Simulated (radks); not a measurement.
**Ru⁺ in [Ar] 3d10 4s1.75 4p6 4d7 5p0.25: an all-electron calculation**

The task here is to estimate one member of a computed series from the others.

Program: radks (a radial shooting solver on a logarithmic mesh, Libxc functionals) version 1. Level of theory: Dirac Kohn-Sham, BLYP, spin-unpolarised, spherical densities, point nucleus; open shells fill j = l - 1/2 first. These are calculated values, not measurements, unless marked.

**What is computed**

- element: ruthenium (Z = 44)
- charge: +1
- electrons: 43
- configuration: [Ar] 3d10 4s1.75 4p6 4d7 5p0.25

The first run:

Settings of this run:

```text
Z 44
configuration [Ar] 3d10 4s1.75 4p6 4d7 5p0.25 5s0 4f0 5d0 6p0
relativity Dirac
functional b88,lyp
spin unpolarised
j_filling energy
nucleus point
c 137.035999084
```

Launch:

```bash
python run_ks.py task.json out
```

The same process makes all the runs of this session.

One table of the session follows, with a row left open; its other results are not shown here.

It belongs to the step «Orbitals and density». Radial moments (bohr):

```
level      <r>  outermost maximum (interpolated)  90 % within  nodes
1s1/2  0.03343                            0.0217       0.0599      0
2s1/2        ?                                 ?            ?      ?
2p1/2   0.1236                            0.0955        0.202      0
2p3/2   0.1284                            0.0994        0.209      0
3s1/2   0.4026                             0.362        0.594      2
3p1/2   0.3957                             0.349        0.598      1
3p3/2   0.4064                             0.358        0.613      1
3d3/2   0.3821                             0.299        0.609      0
3d5/2   0.3856                             0.302        0.614      0
4s1/2    1.016                             0.913         1.48      3
4p1/2    1.103                             0.964         1.64      2
4p3/2    1.134                             0.989         1.68      2
4d3/2    1.602                              1.20         2.58      1
4d5/2    1.623                              1.21         2.62      1
5s1/2    3.017                              2.57         4.45      4
5p1/2    3.812                              3.20         5.70      3
5p3/2    3.913                              3.29         5.84      3
```

**Question.** Estimate the row for 2s1/2.

**Answer.** <r>: 0.1453; outermost maximum (interpolated): 0.123; 90 % within: 0.225; nodes: 1. In the column «<r>» it lies between 2p3/2 (0.1284) and 3d3/2 (0.3821).
